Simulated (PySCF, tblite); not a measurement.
# C7H12BN: geometry, infrared bands, NMR shifts, electronic excitations and core binding energies

Aim: predict the infrared bands, NMR shifts, electronic excitations and core binding energies of C7H12BN (`[BH3-][n+]1ccc(CC)cc1`).

The runs use tblite 0.8.0 and PySCF 2.14.0, with density-fitted response routines of our own; the level of theory stands in each step. All values are computed, except where a source is named. Atoms are numbered from 0 throughout.

## 1. The molecule as given

21 atoms, charge 0, multiplicity 1; geometry from: force field or distance geometry start.

Bonds of the start (Å): B0–N1 1.54, N1–C2 1.36, C2–C3 1.37, C3–C4 1.39, C4–C5 1.48, C5–C6 1.50, C4–C7 1.37, C7–C8 1.38, C8–N1 1.36, B0–H9 1.21, B0–H10 1.18, B0–H11 1.20, C2–H12 1.11, C3–H13 1.09, C5–H14 1.14, C5–H15 1.12, C6–H16 1.12, C6–H17 1.12, C6–H18 1.10, C7–H19 1.08, C8–H20 1.08.

## 2. Relaxing the molecule with GFN2-xTB

What the job is given:

```
{"job": {"kind": "relax", "xc": "GFN2-xTB", "basis": "xTB"}, "charge": 0, "multiplicity": 1}
B     -3.442200     0.206200     0.256800
N     -1.917100     0.155600     0.071200
C     -1.136900     1.233800     0.343100
C      0.227700     1.237900     0.187200
C      0.821300     0.054600    -0.223200
C      2.288400    -0.026400    -0.410600
C      3.048200    -0.458800     0.804200
C      0.074800    -1.065500    -0.499000
C     -1.295200    -0.986500    -0.333900
H     -3.932300     0.593800    -0.773700
H     -3.797500     0.967800     1.082700
H     -3.887600    -0.901100     0.416400
H     -1.590700     2.183800     0.689200
H      0.810600     2.129900     0.413500
H      2.745600     0.964100    -0.726100
H      2.562700    -0.734100    -1.229600
H      2.627300     0.034300     1.711900
H      4.118400    -0.153700     0.656800
H      3.060800    -1.555000     0.880100
H      0.491400    -2.001300    -0.830300
H     -1.886600    -1.862400    -0.546000
```

Run with:

```sh
> OMP_NUM_THREADS=1 python probes_run.py task.json out
```

This one command runs all jobs of the session in turn.

**Question.** This job is followed by: GFN2-xTB harmonic vibrations, gas phase; PBE0-D3(BJ)/def2-SVP geometry optimisation, gas phase; GIAO PBE0/pcSseg-1 NMR shielding, non-relativistic, gas phase; TDDFT PBE0/def2-SVPD, vertical, gas phase, core orbitals frozen in the response; GIAO CAM-B3LYP/pcSseg-1 NMR shielding, non-relativistic, gas phase; delta-SCF UKS SCAN, pcX-2 on the ionised atom, pcseg-1 elsewhere, spin-free X2C. What will the session give for the following? strongest single infrared mode (GFN2-xTB); zero-point energy (GFN2-xTB); rotational constants (main isotopes); 13C shifts against TMS (PBE0/pcSseg-1, means over atoms taken as alike); 1H shifts against TMS (PBE0/pcSseg-1, means over atoms taken as alike); 11B shifts against BF3·OEt2 (PBE0/pcSseg-1); 15N shifts against NH3 (PBE0/pcSseg-1); lowest singlet (PBE0/def2-SVPD); lowest triplet; vertical ionisation energy (ΔSCF); vertical electron affinity (ΔSCF); range of the shift of N1; property runs in this session.

The runs gave:

```
                                                               quantity                                            value
                              strongest single infrared mode (GFN2-xTB)                            2431 cm⁻¹, 260 km/mol
                                           zero-point energy (GFN2-xTB)                                   108.7 kcal/mol
                                   rotational constants (main isotopes)                             4.45, 0.95, 0.84 GHz
13C shifts against TMS (PBE0/pcSseg-1, means over atoms taken as alike)              161.6, 154.2, 129.4, 32.8, 20.1 ppm
 1H shifts against TMS (PBE0/pcSseg-1, means over atoms taken as alike)                 8.80, 7.13, 3.12, 2.53, 1.20 ppm
                            11B shifts against BF3·OEt2 (PBE0/pcSseg-1)                                        -15.6 ppm
                                 15N shifts against NH3 (PBE0/pcSseg-1)                                        288.7 ppm
                                        lowest singlet (PBE0/def2-SVPD)                      4.51 eV (275 nm), f = 0.189
                                                         lowest triplet                                          3.63 eV
                                      vertical ionisation energy (ΔSCF)                                          9.09 eV
                                      vertical electron affinity (ΔSCF)                                          0.18 eV
                                               range of the shift of N1                               288.7 to 295.3 ppm
                                          property runs in this session  4, of which 1 failed and 0 gave unsound results
```

In words: The optimisation took 63 steps and gained 0.426 eV; among the close pairs (by a distance rule), C5–H14 changed most, from 1.136 to 1.091 Å (GFN2-xTB). All 57 modes are real, so the xTB geometry is a minimum. The strongest single mode, at 2431 cm⁻¹, moves mainly H10 and H11. Unscaled tight-binding wavenumbers are off by several per cent, some by more. Its intensities can rank the bands wrongly. The optimisation took 7 steps and gained 0.291 eV; among the close pairs (by a distance rule), B0–N1 changed most, from 1.534 to 1.600 Å (PBE0/def2-SVP). At PBE0/pcSseg-1: The largest span, 428 ppm, is at N1, where the paramagnetic term is -356 ppm. NICS(1)zz of -26 ppm above the planar ring from N1 marks a diatropic (aromatic) ring current. The lowest singlet, at 4.51 eV, is HOMO→LUMO 0.97 and is bright. The lowest triplet lies 0.88 eV below the lowest singlet (triplets in Tamm-Dancoff, singlets in full TDDFT). The orbital energy would give 7.13 eV for ionisation, ΔSCF gives 9.09 eV. Across the 2 runs the shift of N1 moves most, between 288.7 (PBE0/pcSseg-1) and 295.3 ppm (CAM-B3LYP/pcSseg-1).
